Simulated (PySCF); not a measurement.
**Towards the basis-set limit for SiBr**

An exercise on one series of results from a longer session: the logs are not shown, and one member is left open.

Computed with PySCF 2.14.0. Level: CCSD(T) on ROHF, scalar-relativistic core potentials.

2 further runs of the same task are left out: 2 set aside as unsound or not needed.

Set-up of the first run:

* molecule: SiBr
* state: doublet, unpaired electrons π ↑
* smaller basis: Si cc-pV(T+d)Z, Br cc-pVTZ-PP with ECP10
* larger basis: Si cc-pV(Q+d)Z, Br cc-pVQZ-PP with ECP10
* frozen core orbitals: 14
* extrapolation: correlation as n⁻³ (n = 3, 4), Hartree–Fock as (n+1)·exp(−9√n)
* corrections: none
* distances (Å): 1.9730, 2.0627, 2.1524, 2.2421, 2.3318, 2.4439, 2.5560
* masses (u): 27.9769, 78.9183
* dissociation limit: Si + Br

On the command line:

```sh
> OMP_NUM_THREADS=4 python comp.py task.json out
```

One table of the session follows, with a row left open; its other results are not shown here.

Parts of the energy along the bond, in eV from Si + Br:

| R (Å) | HF/CBS | CCSD corr. | (T) |
| --- | --- | --- | --- |
| 1.9730 | -1.958 | -1.119 | -0.1481 |
| 2.0627 | ? | ? | ? |
| 2.1524 | -2.613 | -1.066 | -0.1537 |
| 2.2421 | -2.676 | -1.042 | -0.1567 |
| 2.3318 | -2.632 | -1.020 | -0.1597 |
| 2.4439 | -2.478 | -0.995 | -0.1635 |
| 2.5560 | -2.255 | -0.972 | -0.1674 |

**Question.** Estimate the row for R (Å) = 2.0627.

Worked estimate for «HF/CBS». A straight line through the neighbours (1.9730, -1.958) and (2.1524, -2.613) gives -1.958 + (-2.613 + 1.958) × (2.0627 − 1.9730) / (2.1524 − 1.9730) = -2.285; a parabola fitted to 3 rows on both sides gives -2.374.

As computed: HF/CBS: -2.396; CCSD corr.: -1.092; (T): -0.1509. In «HF/CBS» the line misses by +0.111 and the parabola by +0.022.
